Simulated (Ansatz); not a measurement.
**C2H7ClFN2Ta: from a rough start to a minimum**

Aim: relax C2H7ClFN2Ta from a cheap starting geometry, check the end point by its vibrations and derive ideal-gas thermochemistry.

Computed with Ansatz 0.2.0, Gaussian basis. Level: RKS PBE0-D4/def2-TZVP.

Plan: relaxation at PBE0-D4/def2-TZVP; harmonic vibrations at the same level.

1 further run of the same task is left out (set aside as unsound or not needed).

## Step 1: Where the work starts

SMILES `C[N](C)[Ta](=[NH])([F])[Cl]`, 14 atoms, charge 0, spin multiplicity 1.

Atoms are counted from 1 here; the program's logs count them from 0.

Bond lengths: C1–N2 1.452 Å, C1–H8 1.093 Å, C1–H9 1.099 Å, C1–H10 1.097 Å, N2–C3 1.449 Å, N2–Ta4 1.977 Å, C3–H11 1.088 Å, C3–H12 1.096 Å, C3–H13 1.096 Å, Ta4–N5 1.787 Å, Ta4–F6 1.936 Å, Ta4–Cl7 2.234 Å, N5–H14 1.011 Å. Angles: N2–C1–H8 110.6°, N2–C1–H9 110.9°, N2–C1–H10 110.5°, H8–C1–H9 108.5°, H8–C1–H10 108.2°, H9–C1–H10 108.0°, C1–N2–C3 110.8°, C1–N2–Ta4 117.8°, C3–N2–Ta4 131.4°, N2–C3–H11 108.5°, N2–C3–H12 111.0°, N2–C3–H13 110.6°, H11–C3–H12 109.4°, H11–C3–H13 109.0°, H12–C3–H13 108.3°, N2–Ta4–N5 103.4°, N2–Ta4–F6 105.4°, N2–Ta4–Cl7 110.5° and more.

The start is a GFN2-xTB geometry. Ta takes the def2 core potential; no spin-orbit term is included.

## Step 2: Relaxation at PBE0-D4/def2-TZVP

File in.yaml:

```yaml
crystal:
  periodic: [false, false, false]
  atoms:
    - {symbol: C, position_ang: [0.411550, -1.558480, 0.534330]}
    - {symbol: N, position_ang: [0.100360, -0.298260, -0.115590]}
    - {symbol: C, position_ang: [0.247530, -0.410450, -1.552830]}
    - {symbol: Ta, position_ang: [-0.452830, 1.216770, 1.027200]}
    - {symbol: N, position_ang: [-0.713160, 2.542920, -0.142190]}
    - {symbol: F, position_ang: [-2.038290, 0.606470, 1.955550]}
    - {symbol: Cl, position_ang: [1.032580, 1.544360, 2.663360]}
    - {symbol: H, position_ang: [0.240060, -1.488920, 1.611660]}
    - {symbol: H, position_ang: [1.460580, -1.837790, 0.365160]}
    - {symbol: H, position_ang: [-0.221470, -2.362440, 0.138120]}
    - {symbol: H, position_ang: [0.013790, 0.553770, -1.999560]}
    - {symbol: H, position_ang: [1.270480, -0.697520, -1.822170]}
    - {symbol: H, position_ang: [-0.437950, -1.165420, -1.953650]}
    - {symbol: H, position_ang: [-0.913220, 3.354980, -0.709370]}
basis:
  gaussian: {orbitals: def2-TZVP}
hamiltonian: {xc: pbe0, dispersion: d4}
relax: {f_tol: 0.005, max_steps: 150}
```

The runs that follow: Force constants and modes.

**Question.** What will the summary of the whole plan be? Wanted: point group; shift from the start; total energy; dispersion term; dipole moment; lowest, highest wavenumber; zero-point energy.

**Answer**, as computed:

| quantity | value |
| --- | --- |
| point group | C1 |
| steps | 10 |
| shift from the start (rms) | 0.106 Å |
| total energy | -21955.9361 eV |
| dispersion term | -310 meV |
| dipole moment | 3.06 D |
| lowest, highest wavenumber | 75, 3681 cm⁻¹ |
| zero-point energy | 62.3 kcal/mol |
| entropy at 298.15 K | 427.8 J/(mol K) |

**Reading.** The relaxed geometry lies 0.11 Å (rms) from the start; the bond that changed most is Ta4–Cl7, from 2.234 to 2.327 Å. All wavenumbers are real, so the end point is a minimum. The stiffest mode, 3681 cm⁻¹, is an N–H stretch, and 5 modes under 200 cm⁻¹ make the vibrational entropy uncertain. Harmonic hybrid wavenumbers usually lie a few per cent above measured fundamentals. The largest Mulliken charge, +1.27 e, sits on Ta4.
